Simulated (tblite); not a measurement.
# F20Ge34: the cost of one run

Computed with tblite 0.8.0 and routines of our own; the level stands in each step. Atoms count from 0.

### Step 1. The system as given

54 atoms, charge 0, multiplicity 1; geometry from: force field, distance geometry or constructed start.

### Step 2. Geometry optimisation with GFN2-xTB

Job settings and geometry (Å):

```
{"job": {"kind": "relax", "xc": "GFN2-xTB", "basis": "xTB"}, "charge": 0, "multiplicity": 1}
Ge     4.027600     1.159400    -0.341600
Ge     2.008100     2.325100     0.333100
Ge     0.005200     1.158900    -0.339000
Ge    -0.000700    -1.156800     0.333800
Ge     2.010300    -2.323700    -0.336600
Ge     4.019400    -1.161700     0.337400
Ge   -12.068000     1.162900    -0.343300
Ge   -14.076000     2.325200     0.341500
Ge   -16.088000     1.159100    -0.340400
Ge   -16.093500    -1.162000     0.341600
Ge   -14.081500    -2.323700    -0.342100
Ge   -12.070600    -1.163200     0.340000
Ge    16.087300     1.161900    -0.335000
Ge    14.081600     2.321900     0.337300
Ge    12.065900     1.166300    -0.339800
Ge    12.066200    -1.160600     0.346300
Ge    14.079800    -2.320600    -0.339100
Ge    16.089600    -1.164600     0.339000
Ge    -4.023300     1.163000    -0.337500
Ge    -6.031200     2.323400     0.342700
Ge    -8.047700     1.165000    -0.338500
Ge    -8.046300    -1.159700     0.339800
Ge    -6.030600    -2.317900    -0.333400
Ge    -4.026900    -1.165500     0.338500
Ge    -2.010800     2.325100     0.340900
Ge    -2.017400    -2.323400    -0.337500
Ge     8.046100     1.163500    -0.340700
Ge     6.033400     2.323100     0.341200
Ge     6.034600    -2.322100    -0.342000
Ge     8.046500    -1.160800     0.343400
Ge    10.060300     2.323100     0.338900
Ge    10.054800    -2.321200    -0.339800
Ge   -10.057700     2.322600     0.338100
Ge   -10.054600    -2.323800    -0.336300
F      2.012500     4.023000    -0.160700
F      2.011800    -4.019000     0.154500
F    -14.080200     4.021300    -0.161500
F    -17.560900     2.013100     0.154800
F    -17.560700    -2.014500    -0.157500
F    -14.084200    -4.017800     0.158600
F     17.561700     2.008300     0.161200
F     14.085300     4.015600    -0.153700
F     14.084300    -4.020200     0.153800
F     17.564400    -2.011100    -0.159200
F     -6.037700     4.022900    -0.155000
F     -6.035900    -4.019600     0.154000
F     -2.008900     4.021300    -0.158000
F     -2.011600    -4.018600     0.159700
F      6.035600     4.021600    -0.157200
F      6.035900    -4.020500     0.159400
F     10.055800     4.013900    -0.154300
F     10.063300    -4.019900     0.157100
F    -10.057100     4.020800    -0.157300
F    -10.060100    -4.022800     0.154400
```

The run is started by

```
$ OMP_NUM_THREADS=1 python large_run.py task.json out
```

The driver reads the jobs from task.json and runs them one after another.

**Question.** How long does this first job take on 1 thread of Arm Neoverse V1, shared host, and how much memory does it need?

About 32 s, with a peak of 0.19 GiB.
